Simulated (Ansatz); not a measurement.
# Mg2Cl: the cost of one run

Program: Ansatz 0.2.0. Level of theory: DFT PBE, scalar-relativistic, plane waves, PAW. These are calculated values, not measurements.

### 1 The system as given

Symmetry: P3_121, No. 152, trigonal system. Conventional cell: a = 6.283 Å, b = 6.283 Å, c = 6.913 Å, α = 90.00°, β = 90.00°, γ = 120.00°. Around Mg (site symmetry 1) lie 2 Cl at 2.05 to 2.06 Å. Around Cl (site symmetry 2) lie 4 Mg at 2.05 to 2.06 Å.

Structure file:

```
Mg Cl
1.0
     6.28338    0.00000    0.00000
    -3.14169    5.44157    0.00000
     0.00000    0.00000    6.91262
Mg Cl
6 3
Direct
  0.41500 0.27200 0.21300
  0.72800 0.14300 0.54633
  0.85700 0.58500 0.87967
  0.27200 0.41500 0.78700
  0.14300 0.72800 0.45367
  0.58500 0.85700 0.12033
  0.46500 0.00000 0.33333
  0.00000 0.46500 0.66667
  0.53500 0.53500 0.00000
```

(A quick probe on a coarse mesh, which set the mesh and smearing, is not shown.)

### 3 A loose first relaxation

input.yaml reads:

```yaml
crystal:
  lattice:
    - [6.2833823613, 0.0, 0.0]
    - [-3.1416911806, 5.4415687465, 0.0]
    - [0.0, 0.0, 6.9126175595]
  atoms:
    - { symbol: Mg, position: [0.415, 0.272, 0.213] }
    - { symbol: Mg, position: [0.728, 0.143, 0.5463333333] }
    - { symbol: Mg, position: [0.857, 0.585, 0.8796666667] }
    - { symbol: Mg, position: [0.272, 0.415, 0.787] }
    - { symbol: Mg, position: [0.143, 0.728, 0.4536666667] }
    - { symbol: Mg, position: [0.585, 0.857, 0.1203333333] }
    - { symbol: Cl, position: [0.465, 0.0, 0.3333333333] }
    - { symbol: Cl, position: [0.0, 0.465, 0.6666666667] }
    - { symbol: Cl, position: [0.535, 0.535, 0.0] }
basis:
  ecutwfc: 420
kpoints:
  mp_grid: { grid: [3, 3, 4] }
hamiltonian:
  xc: pbe
scf:
  occupations: { method: gaussian, width: 0.1 }
  lower_state_search: "off"
output:
  forces: true
  stress: true
  eigenvalues: true
relax:
  adjacent_minimum: "off"
  f_tol: 0.04
  max_steps: 70
  cell: { stress_tol: 0.4 }
```

Run with:

```
> ansatz run input.yaml --threads 1 --pin off --max-ram 2560MiB --backend cpu --events-out ev --progress --plain --runs-dir out
```

What time and memory should one allow on 1 thread of Intel Xeon 6975P-C (Granite Rapids), shared host?

About 97 s, with a peak of 0.46 GiB.
